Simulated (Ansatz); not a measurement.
# Au: the cost of one run

Computed with Ansatz 0.2.0 (DFT PBEsol, scalar-relativistic, plane waves, PAW, unless a step's input says otherwise).

3 further runs of the same task are left out: 3 set aside as unsound or not needed.

## 1. The starting structure

It takes space group Fm-3m (No. 225, cubic). Conventional cell: a = 3.881 Å, b = 3.881 Å, c = 3.881 Å, α = 90.00°, β = 90.00°, γ = 90.00°. Re (site symmetry m-3m) has 12 Re at 2.74 Å as nearest neighbours.

Coordinates:

```cif
data_structure
_symmetry_space_group_name_H-M 'P 1'
_symmetry_Int_Tables_number 1
_cell_length_a 2.7440
_cell_length_b 2.7440
_cell_length_c 2.7440
_cell_angle_alpha 60.000
_cell_angle_beta 60.000
_cell_angle_gamma 60.000
_cell_volume 14.61
loop_
_atom_site_label
_atom_site_type_symbol
_atom_site_fract_x
_atom_site_fract_y
_atom_site_fract_z
_atom_site_occupancy
Re1 Re 0.00000 0.00000 0.00000 1
```

It is the result of an earlier relaxation at this level (volume 14.61 Å³/atom; gap on the mesh: none (metal)).

## 2. The film's bulk: Au

Relaxed beforehand at this level: -13007.0999 eV/atom, gap on the mesh none (metal).

```cif
data_structure
_symmetry_space_group_name_H-M 'P 1'
_symmetry_Int_Tables_number 1
_cell_length_a 2.8877
_cell_length_b 2.8877
_cell_length_c 2.8877
_cell_angle_alpha 60.000
_cell_angle_beta 60.000
_cell_angle_gamma 60.000
_cell_volume 17.03
loop_
_atom_site_label
_atom_site_type_symbol
_atom_site_fract_x
_atom_site_fract_y
_atom_site_fract_z
_atom_site_occupancy
Au1 Au 0.00000 0.00000 0.00000 1
```

Bulk energy of Re, the base, on matching settings, from an earlier run: -10737.1816 eV/atom.

## 3. Au strained to the base's plane

The (111) plane of Au is fitted to the (111) plane of Re, a strain of -5.0 % along x and -5.0 % along y; the third vector and the atoms relax.

File input.yaml:

```yaml
crystal:
  lattice:
    - [2.7439667418, 0.0, 0.0]
    - [-1.3719833709, 2.3763449055, 0.0]
    - [1.3719833709, 0.7921149685, 2.5068287608]
  atoms:
    - { symbol: Au, position: [0.0, 0.0, 0.0] }
basis:
  ecutwfc: 420
kpoints:
  mp_grid: { grid: [15, 15, 14] }
hamiltonian:
  xc: pbesol
scf:
  occupations: { method: gaussian, width: 0.1 }
output:
  forces: true
  stress: true
  eigenvalues: true
relax:
  adjacent_minimum: "off"
  f_tol: 0.01
  max_steps: 50
  cell: { fix: [a, b, gamma], stress_tol: 0.1 }
```

Q: Estimate wall time and peak memory on 1 thread of an Arm CPU, shared host.

About 55 s, with a peak of 0.47 GiB.
